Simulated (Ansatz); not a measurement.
# Na2Ca2Se3: the cost of one run

Program: Ansatz 0.2.0. Level of theory: DFT PBE, scalar-relativistic, plane waves, PAW. These are calculated values, not measurements.

**1. Starting point**

Symmetry: R-3m, No. 166, trigonal system. Conventional cell: a = 6.849 Å, b = 6.849 Å, c = 13.439 Å, α = 90.00°, β = 90.00°, γ = 120.00°. Around Na (site symmetry 3m) lie 3 Se at 2.46 Å. Ca (site symmetry -3m) is surrounded by 2 Na at 3.02 Å and 6 Se at 3.42 Å. Ca (site symmetry -3m) has 6 Se at 2.99 Å in its first shell of neighbours. Around Se (site symmetry 2/m) lie 2 Na at 2.46 Å and 4 Ca at 2.99 to 3.42 Å.

Coordinates:

```cif
data_structure
_symmetry_space_group_name_H-M 'R-3m:H'
_symmetry_Int_Tables_number 166
_cell_length_a 6.8491
_cell_length_b 6.8491
_cell_length_c 13.4385
_cell_angle_alpha 90.000
_cell_angle_beta 90.000
_cell_angle_gamma 120.000
_cell_volume 545.94
loop_
_atom_site_label
_atom_site_type_symbol
_atom_site_symmetry_multiplicity
_atom_site_Wyckoff_symbol
_atom_site_fract_x
_atom_site_fract_y
_atom_site_fract_z
_atom_site_occupancy
Na1 Na 6 c 0.33333 0.66667 0.39146 1
Ca1 Ca 3 b 0.33333 0.66667 0.16667 1
Ca2 Ca 3 a 0.00000 0.00000 0.00000 1
Se1 Se 9 d 0.16667 0.33333 0.83333 1
```

The cell is invented: random cell by space group and Wyckoff sites (R-3m, No. 166). Lengths come from tabulated atomic sizes and are only a guess.

**2. Probe: one point on a coarse mesh**

The input, input.yaml:

```yaml
crystal:
  lattice:
    - [3.42453692, 1.97715731, 4.479502]
    - [-3.42453692, 1.97715731, 4.479502]
    - [0.0, -3.95431463, 4.479502]
  atoms:
    - { symbol: Na, position: [0.72479778, 0.72479778, 0.72479778] }
    - { symbol: Na, position: [0.27520222, 0.27520222, 0.27520222] }
    - { symbol: Ca, position: [0.5, 0.5, 0.5] }
    - { symbol: Ca, position: [0.0, 0.0, 0.0] }
    - { symbol: Se, position: [0.0, 0.0, 0.5] }
    - { symbol: Se, position: [0.5, 0.0, 0.0] }
    - { symbol: Se, position: [0.0, 0.5, 0.0] }
basis:
  ecutwfc: 420
kpoints:
  mp_grid: { grid: [3, 3, 3] }
hamiltonian:
  xc: pbe
scf:
  occupations: { method: gaussian, width: 0.1 }
  lower_state_search: "off"
output:
  forces: true
  stress: true
  eigenvalues: true
```

Command:

```
$ ansatz run input.yaml --threads 1 --pin off --max-ram 2560MiB --backend cpu --events-out ev --progress --plain --runs-dir out
```

Q: Estimate wall time and peak memory on 1 thread of AMD EPYC (Zen 3), shared host.

About 8 s, with a peak of 0.43 GiB.
